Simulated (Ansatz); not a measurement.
# Zn3Ag: relaxation and properties

One table from this session's results is given with a row withheld; the runs are named, their logs left out.

Computed with Ansatz 0.2.0 (DFT r2SCAN, scalar-relativistic, plane waves, PAW, unless a step's input says otherwise).

### The starting structure

The structure is hexagonal, space group P-6m2 (No. 187). The conventional cell has a = 2.847 Å, b = 2.847 Å, c = 8.558 Å, α = 90.00°, β = 90.00°, γ = 120.00°. Zn (site symmetry -6m2) is surrounded by 12 Zn at 2.65 to 2.85 Å. Zn (site symmetry 3m) is surrounded by 9 Zn at 2.65 to 2.85 Å and 3 Ag at 2.74 Å. Ag (site symmetry -6m2) is surrounded by 6 Zn at 2.74 Å and 6 Ag at 2.85 Å.

Coordinates:

```
CELL_PARAMETERS angstrom
2.84701 0.00000 0.00000
-1.42350 2.46558 0.00000
0.00000 0.00000 8.55841
ATOMIC_POSITIONS crystal
Zn 0.66667 0.33333 0.50000
Zn 0.33333 0.66667 0.25680
Zn 0.33333 0.66667 0.74320
Ag 0.66667 0.33333 0.00000
```

Source of the structure: the Materials Project (structure only).

Set-up of the first run:

(A quick probe on a coarse mesh, which set the mesh and smearing, is not shown.)

Contents of input.yaml:

```yaml
crystal:
  lattice:
    - [2.847009078, 0.0, 0.0]
    - [-1.423504539, 2.4655821864, 0.0]
    - [0.0, 0.0, 8.55841243]
  atoms:
    - { symbol: Zn, position: [0.66666667, 0.33333333, 0.5] }
    - { symbol: Zn, position: [0.33333333, 0.66666667, 0.25679624] }
    - { symbol: Zn, position: [0.33333333, 0.66666667, 0.74320376] }
    - { symbol: Ag, position: [0.66666667, 0.33333333, 0.0] }
basis:
  ecutwfc: 500
kpoints:
  mp_grid: { grid: [18, 18, 6] }
hamiltonian:
  xc: r2scan
scf:
  occupations: { method: gaussian, width: 0.1 }
output:
  forces: true
  stress: true
  eigenvalues: true
relax:
  adjacent_minimum: "off"
  f_tol: 0.005
  max_steps: 80
  cell: { stress_tol: 0.05 }
```

Among the steps run: Relaxing cell and atoms; Bands, states and charges; Volume × 0.97; The cell scaled to 1.03 of its volume; Volume × 0.94; Volume × 1.06.

One of the session's tables, all rows but one given; the rest of the session is left out.

It belongs to the step «Equation of state». 

```
volume (Å³/atom)  energy above the lowest point (meV/atom)  pressure (GPa)
          14.083                                      18.6            7.08
          14.532                                       4.3            3.20
          14.982                                       0.0            0.00
          15.431                                         ?               ?
          15.880                                      14.4           -4.80
```

Estimate the missing values for volume (Å³/atom) = 15.431.

Worked estimate for «energy above the lowest point (meV/atom)». A straight line through the neighbours (14.982, 0.0) and (15.880, 14.4) gives 0.0 + (14.4 − 0.0) × (15.431 − 14.982) / (15.880 − 14.982) = 7.2; a parabola fitted to 3 rows on both sides gives 3.4.

As computed: energy above the lowest point (meV/atom): 3.9; pressure (GPa): -2.64. In «energy above the lowest point (meV/atom)» the line misses by +3.3 and the parabola by -0.5.
